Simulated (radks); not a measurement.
# Be²⁺ in [He]: an all-electron calculation

One table from this session's results is given with a row withheld; the runs are named, their logs left out.

The numbers are computed with radks (a radial shooting solver on a logarithmic mesh, Libxc functionals) version 1 (Dirac Kohn-Sham, exchange-only LDA, spin-unpolarised, spherical densities, point nucleus), except any that are marked as measured or tabulated.

## The atom as given

- element: beryllium (Z = 4)
- charge: +2
- electrons: 2
- configuration: [He]

The outer shells:

Be²⁺
```
1s [↑↓]
```

Set-up of the first run:

The run's settings:

```text
Z 4
configuration [He] 2s0 2p0
relativity Dirac
functional lda,
spin unpolarised
j_filling energy
nucleus point
c 137.035999084
```

On the command line:

```bash
$ python run_ks.py task.json out
```

All runs below come from this command, one after another.

Among the steps run: Self-consistent calculation.

One of the session's tables, all rows but one given; the rest of the session is left out.

It belongs to the step «Radial structure». Radial density 4πr²ρ:

| r (bohr) | 4πr²ρ (e/bohr) |
| --- | --- |
| 0.0140 | 0.07414 |
| 0.0189 | 0.1309 |
| 0.0257 | ? |
| 0.0348 | 0.3890 |
| 0.0467 | 0.6392 |
| 0.0633 | 1.029 |
| 0.0859 | 1.583 |
| 0.116 | 2.290 |
| 0.158 | 3.054 |
| 0.214 | 3.657 |
| 0.290 | 3.803 |
| 0.393 | 3.285 |
| 0.532 | 2.225 |
| 0.721 | 1.092 |
| 0.977 | 0.3488 |
| 1.32 | 0.06262 |
| 1.79 | 0.005191 |

Estimate the missing values for r (bohr) = 0.0257.

Worked estimate for «4πr²ρ (e/bohr)». A straight line through the neighbours (0.0189, 0.1309) and (0.0348, 0.3890) gives 0.1309 + (0.3890 − 0.1309) × (0.0257 − 0.0189) / (0.0348 − 0.0189) = 0.2413; a parabola fitted to 4 rows on both sides gives 0.2306.

**Answer.** 4πr²ρ (e/bohr): 0.2278. In «4πr²ρ (e/bohr)» the line misses by +0.0135 and the parabola by +0.0028.
